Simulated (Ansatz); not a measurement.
# Ge5Bi3: the cost of one run

Program: Ansatz 0.2.0. Level of theory: DFT PBE, scalar-relativistic, plane waves, PAW. These are calculated values, not measurements.

### 1 Starting point

The cell holds 16 atoms (Bi6Ge10): a = 7.335 Å, b = 7.029 Å, c = 7.583 Å, α = 92.01°, β = 92.87°, γ = 92.74°.

It is the last frame of an earlier stage of the same melt, run at 1390 K.

Coordinates:

```
Ge Bi
1.0
     7.33022   -0.17365   -0.18847
    -0.17365    7.02529   -0.13019
    -0.18847   -0.13019    7.57958
Ge Bi
10 6
Cartesian
  2.3558 2.7555 2.5746
  4.4047 5.7901 2.2872
  1.1550 2.7993 5.7978
  4.7214 1.1481 1.2253
  5.7455 1.3459 6.4142
  5.9868 3.5921 7.1341
  -0.0758 4.4258 1.7340
  5.1413 6.6396 4.5663
  3.3516 1.7570 5.5661
  3.4613 4.4868 4.8131
  5.5171 2.6203 3.6016
  2.1955 0.1258 3.7472
  0.1570 5.0835 4.9788
  0.4240 0.9617 1.5705
  2.9038 4.2501 0.3473
  1.8983 6.8157 6.9993
```

### 2 Stage at 1000 K

One k point, a Fermi-Dirac width of 0.086 eV and a fixed cell.

File input.yaml:

```yaml
crystal:
  lattice:
    - [7.330218, -0.173646, -0.188474]
    - [-0.173646, 7.025293, -0.130189]
    - [-0.188474, -0.130189, 7.579575]
  atoms:
    - { symbol: Ge, position: [0.3401533894, 0.4072174605, 0.35513034] }
    - { symbol: Ge, position: [0.6294693346, 0.8458954468, 0.3319418954] }
    - { symbol: Ge, position: [0.1874296641, 0.4174810574, 0.7767515938] }
    - { symbol: Ge, position: [0.6530868107, 0.1829282727, 0.1810438333] }
    - { symbol: Ge, position: [0.8115903943, 0.2277700245, 0.8703349254] }
    - { symbol: Ge, position: [0.8547583057, 0.5504421705, 0.9719315667] }
    - { symbol: Ge, position: [0.0108680251, 0.6346922225, 0.2399452982] }
    - { symbol: Ge, position: [0.7408787381, 0.9752259788, 0.637620201] }
    - { symbol: Ge, position: [0.4830759509, 0.2759554491, 0.7511034822] }
    - { symbol: Ge, position: [0.5048556636, 0.6633491092, 0.658958814] }
    - { symbol: Bi, position: [0.7750555051, 0.4014286559, 0.5013341126] }
    - { symbol: Bi, position: [0.3132660075, 0.0349631279, 0.5027739064] }
    - { symbol: Bi, position: [0.056133475, 0.7374229496, 0.6709339993] }
    - { symbol: Bi, position: [0.0666495094, 0.142458572, 0.2113000453] }
    - { symbol: Bi, position: [0.4124577164, 0.6164040518, 0.0666636381] }
    - { symbol: Bi, position: [0.3069269774, 0.9953185456, 0.9481672287] }
  symmetry: { detect: false }
basis:
  ecutwfc: 420
  xc_grid: 1
kpoints:
  mp_grid: { grid: [1, 1, 1], shift: [0.25, 0.25, 0.25] }
hamiltonian:
  xc: pbe
scf:
  occupations: { method: fermi_dirac, width: 0.0862 }
  lower_state_search: "off"
  convergence: { dr2_threshold: 1.0e-05 }
output:
  forces: true
  stress: true
md:
  timestep: 3.0
  n_steps: 103
  ensemble: nvt_langevin
  friction: 0.03
  temperature: 1000.0
  initial_velocities: maxwell_boltzmann
  seed: 82119
```

Started as:

```console
$ ansatz run input.yaml --threads 2 --pin off --max-ram 5120MiB --backend cpu --events-out ev --progress --plain --runs-dir out
```

**Question.** How long does this run take on 2 threads of Arm Neoverse V2, shared host, and how much memory does it need?

About 3.9 min, with a peak of 0.61 GiB.
